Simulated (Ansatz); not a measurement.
**CH5GaOSi: rigid scan of one bond length**

How does the energy of CH5GaOSi change as one bond is stretched? The task is a rigid scan of one bond length, for CH5GaOSi.

Program: Ansatz 0.2.0 through its Python package. Level of theory: PBE/def2-SVP. These are calculated values, not measurements.

**1. Starting point**

Bond lengths: C1–O2 1.392 Å, C1–Si4 1.815 Å, Ga3–Si4 2.435 Å, C1–H5 1.095 Å, C1–H6 1.178 Å, Si4–H8 1.493 Å, Si4–H9 1.524 Å. Angles: O2–C1–Si4 112.0°, O2–C1–H5 109.5°, O2–C1–H6 106.0°, Si4–C1–H5 111.5°, Si4–C1–H6 112.0°, H5–C1–H6 105.5°, C1–Si4–Ga3 64.6°, C1–Si4–H8 107.6°, C1–Si4–H9 109.8°, Ga3–Si4–H8 124.1°, Ga3–Si4–H9 128.3°, H8–Si4–H9 106.9°.

No structure file is read: the coordinates are typed or built in the script.

**2. The script**

ch5gaosi.py reads:

```python
'''Potential curve of CH5GaOSi along one bond.'''

import ansatz as az
import numpy as np

geometry_ang = [
    ('C', [-0.3232, 0.8083, -0.4284]),
    ('O', [-0.2422, 0.4816, -1.7786]),
    ('Ga', [1.751, -0.1941, -0.791]),
    ('Si', [-0.1682, -0.6533, 0.636]),
    ('H', [0.4355, 1.5602, -0.1891]),
    ('H', [-1.3597, 1.3495, -0.2868]),
    ('H', [1.6465, -1.5501, 0.4505]),
    ('H', [-1.2723, -1.5927, 0.2783]),
    ('H', [-0.3789, -0.2555, 2.092]),
]
system = az.Crystal.molecule()
for symbol, xyz in geometry_ang:
    system = system.atom(symbol, xyz)

symbols = [site.symbol for site in system.cartesian_sites]
start = np.array([site.position_ang for site in system.cartesian_sites])
axis = (start[8] - start[3]) / np.linalg.norm(start[8] - start[3])
moving = [8]
lengths, energies = [1.3, 1.4, 1.52, 1.68, 1.9, 2.29, 2.74, 3.35], []
for length in lengths:
    xyz = start.copy()
    xyz[moving] += (length - np.linalg.norm(start[8] - start[3])) * axis
    point = az.Crystal.molecule()
    for symbol, place in zip(symbols, xyz):
        point = point.atom(symbol, place.tolist())
    base = point.calculation()
    base = base.basis(gaussian='def2-SVP').functional('PBE')
    report = base.run(threads=1).report
    energies.append(report['free_energy_ev'])
    print(f'r = {length:6.3f} A  E = {energies[-1]:.5f} eV  <S^2> = {abs(report["mean_field"]["state"]["spin_squared"]):.3f}')

print('energy above the lowest point (eV):', [round(e - min(energies), 3) for e in energies])
```

**3. The input behind the calls**

The engine receives this input (first run):

```yaml
crystal:
  periodic: [false, false, false]
  atoms:
    - { symbol: C, position_ang: [-0.3232, 0.8083, -0.4284] }
    - { symbol: O, position_ang: [-0.2422, 0.4816, -1.7786] }
    - { symbol: Ga, position_ang: [1.751, -0.1941, -0.791] }
    - { symbol: Si, position_ang: [-0.1682, -0.6533, 0.636] }
    - { symbol: H, position_ang: [0.4355, 1.5602, -0.1891] }
    - { symbol: H, position_ang: [-1.3597, 1.3495, -0.2868] }
    - { symbol: H, position_ang: [1.6465, -1.5501, 0.4505] }
    - { symbol: H, position_ang: [-1.2723, -1.5927, 0.2783] }
    - { symbol: H, position_ang: [-0.34793099705236274, -0.3139692423947324, 1.8779949297970582] }
basis:
  gaussian:
    orbitals: def2-SVP
hamiltonian:
  xc: pbe
```

**4. Running it**

Started as:

```bash
$ python ch5gaosi.py
```

Output:

```text
r =  1.300 A  E = -63389.69040 eV  <S^2> = 0.000
r =  1.400 A  E = -63390.08425 eV  <S^2> = 0.000
r =  1.520 A  E = -63390.21513 eV  <S^2> = 0.000
r =  1.680 A  E = -63390.05324 eV  <S^2> = 0.000
r =  1.900 A  E = -63389.54527 eV  <S^2> = 0.000
r =  2.290 A  E = -63388.49111 eV  <S^2> = 0.000
r =  2.740 A  E = -63387.48758 eV  <S^2> = 0.000
r =  3.350 A  E = -63386.59834 eV  <S^2> = 0.000
energy above the lowest point (eV): [0.525, 0.131, 0.0, 0.162, 0.67, 1.724, 2.728, 3.617]
```

It took 27 s on 1 thread of Arm Neoverse V2, shared host; peak memory 0.21 GiB.

**5. Inputs of later runs**

The engine's inputs for some of the other runs:

Run 2, against run 1:

```diff
@@ -12 +12 @@
-    - { symbol: H, position_ang: [-0.34793099705236274, -0.3139692423947324, 1.8779949297970582] }
+    - { symbol: H, position_ang: [-0.36175645836408293, -0.28786687642509645, 1.9735330013199086] }
```

Run 4, against run 1:

```diff
@@ -12 +12 @@
-    - { symbol: H, position_ang: [-0.34793099705236274, -0.3139692423947324, 1.8779949297970582] }
+    - { symbol: H, position_ang: [-0.4004677500368995, -0.21478025171011572, 2.2410396015838905] }
```

Run 5, against run 1:

```diff
@@ -12 +12 @@
-    - { symbol: H, position_ang: [-0.34793099705236274, -0.3139692423947324, 1.8779949297970582] }
+    - { symbol: H, position_ang: [-0.430883764922684, -0.15735504657691657, 2.4512233589341617] }
```

Lines on the test bed's own set-up are left out of the output.

**6. Run by run**

From the records of these 8 runs:

```csv
run,distance (Å),energy from run 3 (eV),SCF cycles,CPU time (s)
1,1.30,0.5247,24,3.1
2,1.40,0.1309,24,3.1
3,1.52,0.0000,24,3.1
4,1.68,0.1619,24,3
5,1.90,0.6699,27,2.9
6,2.29,1.7240,22,2.5
7,2.74,2.7276,23,2.4
8,3.35,3.6168,32,6.7
```

**7. Results**

```
                  quantity     value
             runs compared         8
           range of energy  3.617 eV
lowest point, distance (Å)      1.52
```

**Reading.** The curve has its lowest point inside the range, at 1.52. The ends stand 0.525 and 3.62 eV above it. The distance scanned is the script's pair 3, 8. Notes:
- The rest of the molecule is held rigid at a force-field or estimated start geometry, and the basis set is modest; single-reference methods fail as a bond breaks.
- The orbitals are restricted, so S² is zero by construction.
- Toward dissociation an unrestricted state lies under the restricted one, by 1 to 2 eV or more.
